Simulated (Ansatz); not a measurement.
# C₂H₅BOSi: single points with varied inputs

Aim: run C₂H₅BOSi under a spread of inputs, and see what each costs and gives.

Method: the settings change from run to run; program: Ansatz 0.2.0, Gaussian basis.

### Step 1. The molecule

An earlier PBE0-D4 in a triple-zeta def2 set relaxation fixed the geometry.

SMILES `BO[SiH2]C#C`, 10 atoms, charge 0, spin multiplicity 1.

Atoms are counted from 1 here; the program's logs count them from 0.

Bond lengths: B1–O2 1.348 Å, B1–H6 1.204 Å, B1–H7 1.198 Å, O2–Si3 1.653 Å, Si3–C4 1.819 Å, Si3–H8 1.478 Å, Si3–H9 1.482 Å, C4–C5 1.206 Å, C5–H10 1.066 Å. Angles: O2–B1–H6 120.0°, O2–B1–H7 118.0°, H6–B1–H7 122.0°, B1–O2–Si3 131.6°, O2–Si3–C4 108.9°, O2–Si3–H8 107.7°, O2–Si3–H9 110.1°, C4–Si3–H8 109.4°, C4–Si3–H9 109.4°, H8–Si3–H9 111.3°, Si3–C4–C5 178.8°, C4–C5–H10 179.8°.

Coordinates:

```xyz
10

B     0.6609    0.9167    1.9068
O    -0.2383    0.2061    1.1970
Si   -0.7582    0.3432   -0.3664
C    -0.1238   -1.0671   -1.3238
C     0.2887   -1.9906   -1.9802
H     1.2261    1.8502    1.3989
H     0.8670    0.5905    3.0410
H    -2.2358    0.3034   -0.3530
H    -0.2580    1.6057   -0.9600
H     0.6547   -2.8092   -2.5573
```

### Step 2. B3LYP/6-31G*

This run has charge +1, multiplicity 2, a point charge of -1.00 e beside it, D3(BJ) dispersion.

The input, in.yaml:

```yaml
crystal:
  periodic: [false, false, false]
  atoms:
    - {symbol: B, position_ang: [0.660855, 0.916661, 1.906802]}
    - {symbol: O, position_ang: [-0.238322, 0.206057, 1.197032]}
    - {symbol: Si, position_ang: [-0.758221, 0.343239, -0.366433]}
    - {symbol: C, position_ang: [-0.123821, -1.067132, -1.323779]}
    - {symbol: C, position_ang: [0.288667, -1.990635, -1.980213]}
    - {symbol: H, position_ang: [1.226113, 1.850181, 1.398936]}
    - {symbol: H, position_ang: [0.866975, 0.590496, 3.041027]}
    - {symbol: H, position_ang: [-2.235805, 0.303376, -0.353024]}
    - {symbol: H, position_ang: [-0.258009, 1.605725, -0.960011]}
    - {symbol: H, position_ang: [0.654666, -2.809167, -2.557338]}
basis:
  gaussian: {orbitals: "6-31G*", point_charges: [{charge: -1.00, position_ang: [5.164, 0.219, -0.420]}]}
total_charge: 1
magnetization: {spin_polarized: true, initial_magnetization: 1}
hamiltonian: {xc: {name: B3LYP}, dispersion: d3bj}
output: {forces: true}
```

Command:

```bash
> ansatz run in.yaml --threads 2 --pin off --events-out ev --progress --plain --max-ram 4352MiB
```

Output (excerpt; [...] marks lines left out):

```text
Functional definition: B3LYP
  name "B3LYP"
  cite "Stephens, Devlin, Chabalowski & Frisch, J. Phys. Chem. 98, 11623 (1994) doi:10.1021/j100096a001"
  cite "Becke, Phys. Rev. A 38, 3098 (1988) doi:10.1103/PhysRevA.38.3098"
  cite "Lee, Yang & Parr, Phys. Rev. B 37, 785 (1988) doi:10.1103/PhysRevB.37.785"
  cite "Vosko, Wilk & Nusair, Can. J. Phys. 58, 1200 (1980) doi:10.1139/p80-159"
[...]
879 factors; integrals over basis functions are off by at most 8.3e-4 eV
[...]
mean field -12749.03120944 eV, -468.5182553430 hartree, gradient 1.9e-6 eV, S^2 0.753500; 10 other end points of the search recorded, 0 dependent functions left out
[...]
reference -12749.03146559 eV, -468.5182647566 hartree; 22, 21 occupied and 67, 68 virtual orbitals, 879 factors
Total energy: -12749.37728626 eV, -468.5309734316 hartree
Atom 0 at     0.660855     0.916661     1.906802 Å, force    -0.424273    -0.831879    -0.164644 eV/Å
Atom 1 at    -0.238322     0.206057     1.197032 Å, force     0.978828     0.890369     0.823805 eV/Å
Atom 2 at    -0.758221     0.343239    -0.366433 Å, force    -0.781129    -0.239110    -0.886196 eV/Å
Atom 3 at    -0.123821    -1.067132    -1.323779 Å, force    -0.847752     2.032290     1.307973 eV/Å
Atom 4 at     0.288667    -1.990635    -1.980213 Å, force     0.866440    -1.846086    -1.323012 eV/Å
Atom 5 at     1.226113     1.850181     1.398936 Å, force     0.227451     0.163557     0.090694 eV/Å
Atom 6 at     0.866975     0.590496     3.041027 Å, force     0.118762     0.116037     0.282781 eV/Å
Atom 7 at    -2.235805     0.303376    -0.353024 Å, force     0.015822    -0.065311    -0.034659 eV/Å
Atom 8 at    -0.258009     1.605725    -0.960011 Å, force     0.122137    -0.017960    -0.009214 eV/Å
Atom 9 at     0.654666    -2.809167    -2.557338 Å, force     0.156429    -0.185896    -0.130052 eV/Å
Dipole moment:     0.424364    -0.047648    -0.215415 e Å
```

Run time: 12 s. Hardware: 2 threads of Intel Xeon Platinum 8488C, shared host.

Largest force 2.561 eV/Å, ⟨S²⟩ 0.753.

### Step 3. BHLYP/aug-cc-pVTZ

This run has a point charge of 1.00 e beside it, D4 dispersion.

Edit in.yaml of step 2 so:

```diff
@@ -14,6 +14,4 @@
 basis:
-  gaussian: {orbitals: "6-31G*", point_charges: [{charge: -1.00, position_ang: [5.164, 0.219, -0.420]}]}
-total_charge: 1
-magnetization: {spin_polarized: true, initial_magnetization: 1}
-hamiltonian: {xc: {name: B3LYP}, dispersion: d3bj}
+  gaussian: {orbitals: aug-cc-pVTZ, point_charges: [{charge: 1.00, position_ang: [5.484, -0.879, -0.970]}]}
+hamiltonian: {xc: {name: BHLYP}, dispersion: d4}
 output: {forces: true}
```

Same command.

Output (excerpt; [...] marks lines left out):

```text
Functional definition: BHLYP
  name "BHLYP"
  cite "Becke, J. Chem. Phys. 98, 1372 (1993) doi:10.1063/1.464304"
  cite "Becke, Phys. Rev. A 38, 3098 (1988) doi:10.1103/PhysRevA.38.3098"
  cite "Lee, Yang & Parr, Phys. Rev. B 37, 785 (1988) doi:10.1103/PhysRevB.37.785"
[...]
1646 factors; their error is unknown
[...]
mean field -12756.22403864 eV, -468.7825869409 hartree, gradient 1.7e-5 eV, S^2 0.000000; 0 other end points of the search recorded, 0 dependent functions left out
[...]
reference -12756.22426329 eV, -468.7825951967 hartree; 22, 22 occupied and 327, 327 virtual orbitals, 1646 factors
Total energy: -12756.46529859 eV, -468.7914530805 hartree
Atom 0 at     0.660855     0.916661     1.906802 Å, force    -0.257252    -0.109693     0.130368 eV/Å
Atom 1 at    -0.238322     0.206057     1.197032 Å, force     0.408097     0.256229    -0.082339 eV/Å
Atom 2 at    -0.758221     0.343239    -0.366433 Å, force    -0.558002     0.327914     0.189865 eV/Å
Atom 3 at    -0.123821    -1.067132    -1.323779 Å, force     0.628779    -1.040276    -0.720304 eV/Å
Atom 4 at     0.288667    -1.990635    -1.980213 Å, force    -0.192017     0.656296     0.470515 eV/Å
Atom 5 at     1.226113     1.850181     1.398936 Å, force    -0.061098    -0.230416     0.077428 eV/Å
Atom 6 at     0.866975     0.590496     3.041027 Å, force     0.012517     0.099297    -0.311734 eV/Å
Atom 7 at    -2.235805     0.303376    -0.353024 Å, force     0.298140    -0.003013    -0.037261 eV/Å
Atom 8 at    -0.258009     1.605725    -0.960011 Å, force    -0.008186    -0.229022     0.091627 eV/Å
Atom 9 at     0.654666    -2.809167    -2.557338 Å, force    -0.232702     0.263781     0.183349 eV/Å
Dipole moment:    -0.191909    -0.017653    -0.214532 e Å
```

It took 12 s on 2 threads of Intel Xeon Platinum 8488C, shared host; peak memory 1.4 GiB.

Largest force 1.413 eV/Å, dipole 1.39 D.

### Step 4. r2SCAN50/def2-SVP

Set apart from the defaults: unrestricted orbitals, density fitting with def2-universal-jkfit, finite nuclei, a point charge of 0.50 e beside it, D3(BJ) with three-body dispersion.

Edit in.yaml of step 3 so:

```diff
@@ -14,4 +14,4 @@
 basis:
-  gaussian: {orbitals: aug-cc-pVTZ, point_charges: [{charge: 1.00, position_ang: [5.484, -0.879, -0.970]}]}
-hamiltonian: {xc: {name: BHLYP}, dispersion: d4}
-output: {forces: true}
+  gaussian: {orbitals: def2-SVP, fitting: {mean_field: def2-universal-jkfit}, nuclear_model: gaussian, point_charges: [{charge: 0.50, position_ang: [3.758, 0.871, 0.542]}]}
+magnetization: {spin_polarized: true, initial_magnetization: 0}
+hamiltonian: {xc: {name: r2SCAN50}, dispersion: d3bjatm}
```

The command is unchanged.

Output (excerpt; [...] marks lines left out):

```text
Functional definition: r2SCAN50
  name "r2SCAN50"
  cite "Bursch, Neugebauer, Ehlert & Grimme, J. Chem. Phys. 156, 134105 (2022) doi:10.1063/5.0086040"
  cite "Furness, Kaplan, Ning, Perdew & Sun, J. Phys. Chem. Lett. 11, 8208 (2020) doi:10.1021/acs.jpclett.0c02405"
  cite "Furness, Kaplan, Ning, Perdew & Sun, J. Phys. Chem. Lett. 11, 9248 (2020) doi:10.1021/acs.jpclett.0c03077"
  parent r2scan
[...]
520 factors; integrals over basis functions are off by at most 3.4e-1 eV
[...]
mean field -12745.24696997 eV, -468.3791871077 hartree, gradient 5.6e-5 eV, S^2 0.000000; 0 other end points of the search recorded, 0 dependent functions left out
reference -12745.24697720 eV, -468.3791873735 hartree; 22, 22 occupied and 77, 77 virtual orbitals, 520 factors
Total energy: -12745.31964030 eV, -468.3818576930 hartree
```

Run time: 2.7 s. Hardware: 2 threads of Intel Xeon Platinum 8488C, shared host.

⟨S²⟩ 0.000.

### Step 5. MP2/def2-TZVPP

This run has charge +1, multiplicity 2, correlated electrons set to all.

Edit in.yaml of step 4 so:

```diff
@@ -14,4 +14,6 @@
 basis:
-  gaussian: {orbitals: def2-SVP, fitting: {mean_field: def2-universal-jkfit}, nuclear_model: gaussian, point_charges: [{charge: 0.50, position_ang: [3.758, 0.871, 0.542]}]}
-magnetization: {spin_polarized: true, initial_magnetization: 0}
-hamiltonian: {xc: {name: r2SCAN50}, dispersion: d3bjatm}
+  gaussian: {orbitals: def2-TZVPP}
+total_charge: 1
+magnetization: {spin_polarized: true, initial_magnetization: 1}
+hamiltonian: {xc: {name: HF}}
+correlation: {method: mp2, electrons: all}
```

Launched as before.

Output (excerpt; [...] marks lines left out):

```text
Functional definition: HF
  name "HF"
  cite "Fock, Z. Phys. 61, 126 (1930) doi:10.1007/BF01340294"
  parent pbe
[...]
1407 factors; integrals over basis functions are off by at most 8.8e-4 eV
[...]
mean field -12704.68361800 eV, -466.8885114176 hartree, gradient 1.6e-6 eV, S^2 0.756743; 12 other end points of the search recorded, 0 dependent functions left out
reference -12704.68361800 eV, -466.8885114176 hartree; 22, 21 occupied and 214, 215 virtual orbitals, 1407 factors
second order -24.67521655 eV of doubles, -0.00000000 eV of singles
Total energy: -12729.35883454 eV, -467.7953089002 hartree
```

It took 68 s on 2 threads of Intel Xeon Platinum 8488C, shared host; peak memory 0.66 GiB.

⟨S²⟩ 0.757.

### Step 6. revPBE/STO-3G

This run has relativity set to scalar.

Edit in.yaml of step 5 so:

```diff
@@ -14,6 +14,4 @@
 basis:
-  gaussian: {orbitals: def2-TZVPP}
-total_charge: 1
-magnetization: {spin_polarized: true, initial_magnetization: 1}
-hamiltonian: {xc: {name: HF}}
-correlation: {method: mp2, electrons: all}
+  gaussian: {orbitals: STO-3G}
+hamiltonian: {xc: {name: revPBE}, pseudopotentials: {relativity: scalar}}
+output: {forces: true}
```

The command is unchanged.

Output (excerpt; [...] marks lines left out):

```text
Functional definition: revPBE
  name "revPBE"
  cite "Zhang & Yang, Phys. Rev. Lett. 80, 890 (1998) doi:10.1103/PhysRevLett.80.890"
  cite "Perdew, Burke & Ernzerhof, Phys. Rev. Lett. 77, 3865 (1996) doi:10.1103/PhysRevLett.77.3865"
[...]
434 factors; integrals over basis functions are off by at most 4.2e-5 eV
[...]
mean field -12613.69847562 eV, -463.5448691072 hartree, gradient 2.8e-5 eV, S^2 0.000000; 0 other end points of the search recorded, 0 dependent functions left out
[...]
reference -12613.69850511 eV, -463.5448701907 hartree; 22, 22 occupied and 12, 12 virtual orbitals, 434 factors
Total energy: -12613.69850511 eV, -463.5448701907 hartree
Relativity: scalar
Atom 0 at     0.660855     0.916661     1.906802 Å, force     0.096566     0.288921    -0.389308 eV/Å
Atom 1 at    -0.238322     0.206057     1.197032 Å, force     0.549309    -0.656516     2.646381 eV/Å
Atom 2 at    -0.758221     0.343239    -0.366433 Å, force    -0.811018     1.055111    -2.162803 eV/Å
Atom 3 at    -0.123821    -1.067132    -1.323779 Å, force    -0.478862     1.025881     0.764542 eV/Å
Atom 4 at     0.288667    -1.990635    -1.980213 Å, force     0.227905    -0.503013    -0.343084 eV/Å
Atom 5 at     1.226113     1.850181     1.398936 Å, force    -0.063181    -0.211451     0.300382 eV/Å
Atom 6 at     0.866975     0.590496     3.041027 Å, force    -0.062024     0.092573    -0.304390 eV/Å
Atom 7 at    -2.235805     0.303376    -0.353024 Å, force     0.381037     0.021080     0.046291 eV/Å
Atom 8 at    -0.258009     1.605725    -0.960011 Å, force    -0.203188    -0.301105     0.019991 eV/Å
Atom 9 at     0.654666    -2.809167    -2.557338 Å, force     0.363455    -0.811482    -0.578003 eV/Å
Dipole moment:    -0.209616    -0.036219    -0.351539 e Å
```

It took 0.7 s on 2 threads of Intel Xeon Platinum 8488C, shared host.

Largest force 2.781 eV/Å, dipole 1.97 D.

### Step 7. PBE/6-31G*

Set apart from the defaults: multiplicity 3, atoms shaken by 0.15 Å.

The input, in.yaml:

```yaml
crystal:
  periodic: [false, false, false]
  atoms:
    - {symbol: B, position_ang: [0.705418, 0.909736, 1.558175]}
    - {symbol: O, position_ang: [-0.284976, -0.174262, 1.208881]}
    - {symbol: Si, position_ang: [-1.059288, 0.270943, -0.224991]}
    - {symbol: C, position_ang: [-0.129702, -0.893288, -1.341468]}
    - {symbol: C, position_ang: [0.394050, -1.887276, -1.836119]}
    - {symbol: H, position_ang: [1.370446, 1.778594, 1.284566]}
    - {symbol: H, position_ang: [1.027365, 0.891690, 2.976853]}
    - {symbol: H, position_ang: [-2.281582, 0.478652, -0.247535]}
    - {symbol: H, position_ang: [-0.144732, 1.728891, -0.487358]}
    - {symbol: H, position_ang: [0.678396, -2.949744, -2.434542]}
basis:
  gaussian: {orbitals: "6-31G*"}
magnetization: {spin_polarized: true, initial_magnetization: 2}
hamiltonian: {xc: {name: PBE}}
```

The command is unchanged.

Output:

```text
Functional definition: PBE
  name "PBE"
  cite "Perdew, Burke & Ernzerhof, Phys. Rev. Lett. 77, 3865 (1996) doi:10.1103/PhysRevLett.77.3865"
  parent pbe
  parameter kappa = 0.804
  parameter beta = 0.06672455060314922
  exchange = pbe_x(kappa = kappa, mu = beta*pi^2/3)
  correlation = pbe_c(beta = beta)
1028 factors; their error is unknown
mean field evaluation 1: about -12722.8533 eV, gradient 5.1e1 eV
mean field evaluation 2: about -12544.1782 eV, gradient 1.4e2 eV
mean field evaluation 4: about -12720.7514 eV, gradient 4.3e1 eV
mean field evaluation 8: about -12736.7094 eV, gradient 8.5e0 eV
mean field evaluation 16: about -12737.4363 eV, gradient 9.2e-2 eV
mean field evaluation 32: about -12733.9197 eV, gradient 1.5e1 eV
mean field evaluation 64: about -12735.5095 eV, gradient 3.7e0 eV
mean field -12737.43629726 eV, -468.0921501801 hartree, gradient 1.8e-5 eV, S^2 2.003544; 6 other end points of the search recorded, 0 dependent functions left out
reference -12737.43633343 eV, -468.0921515091 hartree; 23, 21 occupied and 66, 68 virtual orbitals, 1028 factors
Total energy: -12737.43633343 eV, -468.0921515091 hartree
```

Run time: 3.9 s. Hardware: 2 threads of Intel Xeon Platinum 8488C, shared host.

⟨S²⟩ 2.004.

### Step 8. BLYP/pcseg-2

Set apart from the defaults: charge +1, multiplicity 2, restricted open-shell orbitals, atoms shaken by 0.08 Å, density fitting with def2-universal-jkfit.

The input, in.yaml:

```yaml
crystal:
  periodic: [false, false, false]
  atoms:
    - {symbol: B, position_ang: [0.632337, 0.824203, 1.916821]}
    - {symbol: O, position_ang: [-0.363914, 0.211811, 1.241891]}
    - {symbol: Si, position_ang: [-0.813114, 0.410882, -0.367247]}
    - {symbol: C, position_ang: [-0.095834, -0.965492, -1.432702]}
    - {symbol: C, position_ang: [0.319867, -2.032704, -2.000222]}
    - {symbol: H, position_ang: [1.196723, 1.934746, 1.354966]}
    - {symbol: H, position_ang: [0.977240, 0.681826, 2.955899]}
    - {symbol: H, position_ang: [-2.231653, 0.205338, -0.431174]}
    - {symbol: H, position_ang: [-0.209974, 1.568670, -0.965350]}
    - {symbol: H, position_ang: [0.622414, -2.827615, -2.441316]}
basis:
  gaussian: {orbitals: pcseg-2, fitting: {mean_field: def2-universal-jkfit}}
total_charge: 1
magnetization: {spin_polarized: false, initial_magnetization: 1}
hamiltonian: {xc: {name: BLYP}}
```

The command is unchanged.

Output (excerpt; [...] marks lines left out):

```text
Functional definition: BLYP
  name "BLYP"
  cite "Becke, Phys. Rev. A 38, 3098 (1988) doi:10.1103/PhysRevA.38.3098"
  cite "Lee, Yang & Parr, Phys. Rev. B 37, 785 (1988) doi:10.1103/PhysRevB.37.785"
[...]
520 factors; integrals over basis functions are off by at most 1.2e0 eV
[...]
mean field -12746.87867914 eV, -468.4391513136 hartree, gradient 1.4e-6 eV, S^2 0.750000; 5 other end points of the search recorded, 0 dependent functions left out
reference -12746.87909470 eV, -468.4391665854 hartree; 22, 21 occupied and 202, 203 virtual orbitals, 520 factors
Total energy: -12746.87909470 eV, -468.4391665854 hartree
```

Run time: 15 s. Hardware: 2 threads of Intel Xeon Platinum 8488C, shared host.

### Step 9. wB97X/def2-mTZVP

Options: multiplicity 3, finite nuclei, the search for lower states set to off.

The input, in.yaml:

```yaml
crystal:
  periodic: [false, false, false]
  atoms:
    - {symbol: B, position_ang: [0.660855, 0.916661, 1.906802]}
    - {symbol: O, position_ang: [-0.238322, 0.206057, 1.197032]}
    - {symbol: Si, position_ang: [-0.758221, 0.343239, -0.366433]}
    - {symbol: C, position_ang: [-0.123821, -1.067132, -1.323779]}
    - {symbol: C, position_ang: [0.288667, -1.990635, -1.980213]}
    - {symbol: H, position_ang: [1.226113, 1.850181, 1.398936]}
    - {symbol: H, position_ang: [0.866975, 0.590496, 3.041027]}
    - {symbol: H, position_ang: [-2.235805, 0.303376, -0.353024]}
    - {symbol: H, position_ang: [-0.258009, 1.605725, -0.960011]}
    - {symbol: H, position_ang: [0.654666, -2.809167, -2.557338]}
basis:
  gaussian: {orbitals: def2-mTZVP, nuclear_model: gaussian}
magnetization: {spin_polarized: true, initial_magnetization: 2}
hamiltonian: {xc: {name: wB97X}}
scf: {lower_state_search: off}
```

Launched as before.

Output (excerpt; [...] marks lines left out):

```text
Functional definition: wB97X
  name "wB97X"
  cite "Chai & Head-Gordon, J. Chem. Phys. 128, 084106 (2008) doi:10.1063/1.2834918"
  cite "Becke, J. Chem. Phys. 107, 8554 (1997) doi:10.1063/1.475007"
[...]
  # The coefficients of nought are those of the uniform gas.
[...]
      + exact_x_lr(omega)
[...]
      + integral(e_c_pw_opposite_spin*poly(b97_u_opposite, 1, cos1, cos2, cos3, cos4))
[...]
1137 factors; their error is unknown
328 factors; integrals over basis functions are off by at most 8.8e-6 eV
[...]
mean field -12751.30924723 eV, -468.6019716879 hartree, gradient 2.5e-6 eV, S^2 2.005885; 0 other end points of the search recorded, 0 dependent functions left out
reference -12751.30921141 eV, -468.6019703714 hartree; 23, 21 occupied and 95, 97 virtual orbitals, 1137 factors
Total energy: -12751.30921141 eV, -468.6019703714 hartree
Checks for a lower state left out: stability, starts, cluster_reference, orbital_swaps, neighbouring_geometries, increment
```

Run time: 7.5 s. Hardware: 2 threads of Intel Xeon Platinum 8488C, shared host.

⟨S²⟩ 2.006.

### Step 10. r2SCANh/cc-pVDZ

Edit in.yaml of step 9 so:

```diff
@@ -14,5 +14,3 @@
 basis:
-  gaussian: {orbitals: def2-mTZVP, nuclear_model: gaussian}
-magnetization: {spin_polarized: true, initial_magnetization: 2}
-hamiltonian: {xc: {name: wB97X}}
-scf: {lower_state_search: off}
+  gaussian: {orbitals: cc-pVDZ}
+hamiltonian: {xc: {name: r2SCANh}}
```

Same command.

Output (excerpt; [...] marks lines left out):

```text
Functional definition: r2SCANh
  name "r2SCANh"
  cite "Bursch, Neugebauer, Ehlert & Grimme, J. Chem. Phys. 156, 134105 (2022) doi:10.1063/5.0086040"
  cite "Furness, Kaplan, Ning, Perdew & Sun, J. Phys. Chem. Lett. 11, 8208 (2020) doi:10.1021/acs.jpclett.0c02405"
  cite "Furness, Kaplan, Ning, Perdew & Sun, J. Phys. Chem. Lett. 11, 9248 (2020) doi:10.1021/acs.jpclett.0c03077"
  parent r2scan
[...]
1177 factors; their error is unknown
[...]
mean field -12752.33848016 eV, -468.6397953003 hartree, gradient 1.4e-5 eV, S^2 0.000000; 0 other end points of the search recorded, 0 dependent functions left out
reference -12752.33849044 eV, -468.6397956782 hartree; 22, 22 occupied and 77, 77 virtual orbitals, 1177 factors
Total energy: -12752.33849044 eV, -468.6397956782 hartree
```

It took 1.6 s on 2 threads of Intel Xeon Platinum 8488C, shared host.

### Step 11. All runs side by side

```tsv
level	charge	multiplicity	geometry	functions	energy (eV)	time
B3LYP/6-31G*	1	2	relaxed, point charge	89	-12749.377	12 s
BHLYP/aug-cc-pVTZ	0	1	relaxed, point charge	349	-12756.465	12 s
r2SCAN50/def2-SVP	0	1	relaxed, point charge	99	-12745.320	2.7 s
MP2/def2-TZVPP	1	2	relaxed	236	-12729.359	68 s
revPBE/STO-3G	0	1	relaxed	34	-12613.699	0.7 s
PBE/6-31G*	0	3	shaken	89	-12737.436	3.9 s
BLYP/pcseg-2	1	2	shaken	224	-12746.879	15 s
wB97X/def2-mTZVP	0	3	relaxed	118	-12751.309	7.5 s
r2SCANh/cc-pVDZ	0	1	relaxed	99	-12752.338	1.6 s
```

### Step 12. Outcome

| quantity | value |
| --- | --- |
| runs | 9 |
| quickest | revPBE/STO-3G, 0.7 s |
| slowest | MP2/def2-TZVPP, 68 s |
| spread of total energies, same state and geometry | 138.6 eV |

What this shows: MP2/def2-TZVPP took 96 times as long as revPBE/STO-3G. The jobs differ in tasks and options as well as level. Total energies at one charge and spin differ by 139 eV between levels, so only differences within one level mean anything. Some of these runs are scalar-relativistic and others not, which shifts the totals of all-electron atoms past neon by eV; core potentials, where a basis has them, take the core out of the total altogether. At the PBE0-D4/def2-TZVP geometry and in the same state, runs without warnings or point charges leave forces up to 2.78 eV/Å (revPBE/STO-3G).
